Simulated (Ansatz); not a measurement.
# C₂H₇NSi₂: one species, many methods

An exercise on one series of results from a longer session: the logs are not shown, and one member is left open.

Computed with Ansatz 0.2.0, Gaussian basis. Level: functionals in def2-TZVPP, the program's frozen cores in correlated methods.

Plan: PBE-D4, r2SCAN-D4, PBE0-D4, B3LYP-D4, ωB97X-V, ωB97M-V, B2PLYP; CCSD(T)/def2-TZVPP; MP2/def2-QZVPP; extrapolation to the limit.

## Structure used throughout

The geometry comes from an earlier relaxation with PBE0-D4 in a triple-zeta def2 set; it is a stationary point, not always the lowest conformer.

SMILES `NC#C[SiH2][SiH3]`, 12 atoms, charge 0, spin multiplicity 1.

Atoms are counted from 1 here; the program's logs count them from 0.

Bond lengths: N1–C2 1.333 Å, N1–H6 1.008 Å, N1–H7 1.008 Å, C2–C3 1.214 Å, C3–Si4 1.804 Å, Si4–Si5 2.341 Å, Si4–H8 1.489 Å, Si4–H9 1.489 Å, Si5–H10 1.488 Å, Si5–H11 1.488 Å, Si5–H12 1.489 Å. Angles: C2–N1–H6 116.5°, C2–N1–H7 116.5°, H6–N1–H7 113.7°, N1–C2–C3 177.5°, C2–C3–Si4 177.2°, C3–Si4–Si5 108.1°, C3–Si4–H8 111.0°, C3–Si4–H9 111.0°, Si5–Si4–H8 109.5°, Si5–Si4–H9 109.6°, H8–Si4–H9 107.5°, Si4–Si5–H10 110.4°, Si4–Si5–H11 110.3°, Si4–Si5–H12 110.6°, H10–Si5–H11 108.5°, H10–Si5–H12 108.5°, H11–Si5–H12 108.4°.

The first run:

File in.yaml:

```yaml
crystal:
  periodic: [false, false, false]
  atoms:
    - {symbol: N, position_ang: [-0.903596, 3.060089, 0.427941]}
    - {symbol: C, position_ang: [-0.780168, 1.733104, 0.463183]}
    - {symbol: C, position_ang: [-0.639491, 0.530111, 0.539472]}
    - {symbol: Si, position_ang: [-0.366459, -1.252352, 0.591646]}
    - {symbol: Si, position_ang: [1.380688, -1.765653, -0.879081]}
    - {symbol: H, position_ang: [-1.783417, 3.438714, 0.742836]}
    - {symbol: H, position_ang: [-0.530462, 3.525830, -0.384666]}
    - {symbol: H, position_ang: [-1.593631, -1.991280, 0.184411]}
    - {symbol: H, position_ang: [-0.010192, -1.697611, 1.967115]}
    - {symbol: H, position_ang: [2.624787, -1.058275, -0.472189]}
    - {symbol: H, position_ang: [1.029670, -1.347504, -2.263465]}
    - {symbol: H, position_ang: [1.649272, -3.230376, -0.883404]}
basis:
  gaussian: {orbitals: def2-TZVPP}
hamiltonian: {xc: pbe, dispersion: d4}
output: {forces: true, orbitals: {seedname: orbitals}}
```

The run is started by

```bash
ansatz run in.yaml --threads 4 --pin off --events-out ev --progress --plain --max-ram 10444MiB
```

Steps of the session up to this table: PBE-D4 (GGA); r2SCAN-D4 (meta-GGA); PBE0-D4 (hybrid); B3LYP-D4 (hybrid); ωB97X-V (range-separated); ωB97M-V (range-separated); B2PLYP (double hybrid); CCSD(T) in def2-TZVPP; MP2 in def2-QZVPP.

One table of the session follows, with a row left open; its other results are not shown here.

| method | atomisation energy (eV) |
| --- | --- |
| PBE-D4 | 44.416 |
| r2SCAN-D4 | 43.687 |
| PBE0-D4 | 43.677 |
| B3LYP-D4 | 43.810 |
| ωB97X-V | 43.898 |
| ωB97M-V | 43.750 |
| B2PLYP | 43.229 |
| HF/def2-TZVPP | ? |
| MP2/def2-TZVPP | 42.801 |
| CCSD/def2-TZVPP | 41.657 |
| CCSD(T)/def2-TZVPP | 42.336 |
| MP2/CBS | 44.060 |
| CCSD(T)/CBS | 43.595 |

Q: Estimate the row for HF/def2-TZVPP from the others.

**Answer.** atomisation energy (eV): 31.389. In the column «atomisation energy (eV)» it is the lowest.

To keep in mind: Free atoms (1 N, 2 C, 2 Si, 7 H) were run apart at each level; the atomisation energy is their sum less the molecule, without zero-point or spin-orbit terms.
